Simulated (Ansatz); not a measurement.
# Al6Ti: the cost of one run

Computed with Ansatz 0.2.0, Gaussian basis. Level: UKS PBE0-D4/def2-SVP.

Levels to be run: a search for the lowest solution at PBE0-D4/def2-SVP; a single point at PBE0-D4/def2-TZVP.

5 further runs of the same task are left out: 4 that didn't finish, 1 set aside as unsound or not needed. Runs told in other sessions of the task aren't counted.

## (1) The relaxed structure

The geometry is that of the doublet, from an earlier relaxation (r2SCAN-D4/def2-SVP). At that level it is the lowest of the isomers that a small search found.

7 atoms, charge 1, spin multiplicity 2.

Atoms are counted from 1 here; the program's logs count them from 0.

Bond lengths: Ti1–Al2 2.631 Å, Ti1–Al3 2.600 Å, Ti1–Al4 2.601 Å, Ti1–Al7 2.631 Å, Al2–Al3 2.711 Å, Al2–Al4 2.710 Å, Al2–Al6 2.754 Å, Al3–Al6 2.561 Å, Al3–Al7 2.710 Å, Al4–Al5 2.559 Å, Al4–Al7 2.711 Å, Al5–Al6 2.489 Å, Al5–Al7 2.754 Å. Angles: Al2–Ti1–Al3 62.4°, Al2–Ti1–Al4 62.4°, Al2–Ti1–Al7 75.6°, Al3–Ti1–Al4 108.3°, Al3–Ti1–Al7 62.4°, Al4–Ti1–Al7 62.4°, Ti1–Al2–Al3 58.2°, Ti1–Al2–Al4 58.3°, Ti1–Al2–Al6 100.0°, Al3–Al2–Al4 102.0°, Al3–Al2–Al6 55.9°, Al4–Al2–Al6 98.1°, Ti1–Al3–Al2 59.3°, Ti1–Al3–Al6 106.2° and more.

No spin-orbit coupling is included. The ion is computed in the gas phase, without counter-ions or solvent.

Bonds by kind at the end (by distance):

| bond | count | shortest (Å) | longest (Å) |
| --- | --- | --- | --- |
| Al–Al | 11 | 2.489 | 2.755 |
| Al–Ti | 4 | 2.600 | 2.631 |

## (2) Searching for the lowest solution, PBE0-D4/def2-SVP

start.molden holds the orbitals of an earlier run on this state, given as this run's starting guess.

Input file in.yaml:

```yaml
crystal:
  periodic: [false, false, false]
  atoms:
    - {symbol: Ti, position_ang: [0.313596, -1.368443, -1.632777]}
    - {symbol: Al, position_ang: [-0.958914, -1.119926, 0.656627]}
    - {symbol: Al, position_ang: [1.747261, -1.225579, 0.531798]}
    - {symbol: Al, position_ang: [-1.564005, 0.424945, -1.486195]}
    - {symbol: Al, position_ang: [-1.236051, 1.619794, 0.752925]}
    - {symbol: Al, position_ang: [0.717458, 0.643968, 1.946919]}
    - {symbol: Al, position_ang: [0.980655, 1.025242, -0.769297]}
basis:
  gaussian: {orbitals: def2-SVP, initial_orbitals: start.molden}
total_charge: 1
magnetization: {spin_polarized: true, initial_magnetization: 1}
hamiltonian: {xc: pbe0, dispersion: d4}
output: {orbitals: {seedname: orbitals}}
```

Run with:

```bash
ansatz run in.yaml --threads 4 --pin off --events-out ev --progress --plain --max-ram 4787MiB
```

What time and memory should one allow on 4 threads of Arm Neoverse V2, shared host?

About 72 s, with a peak of 0.78 GiB.
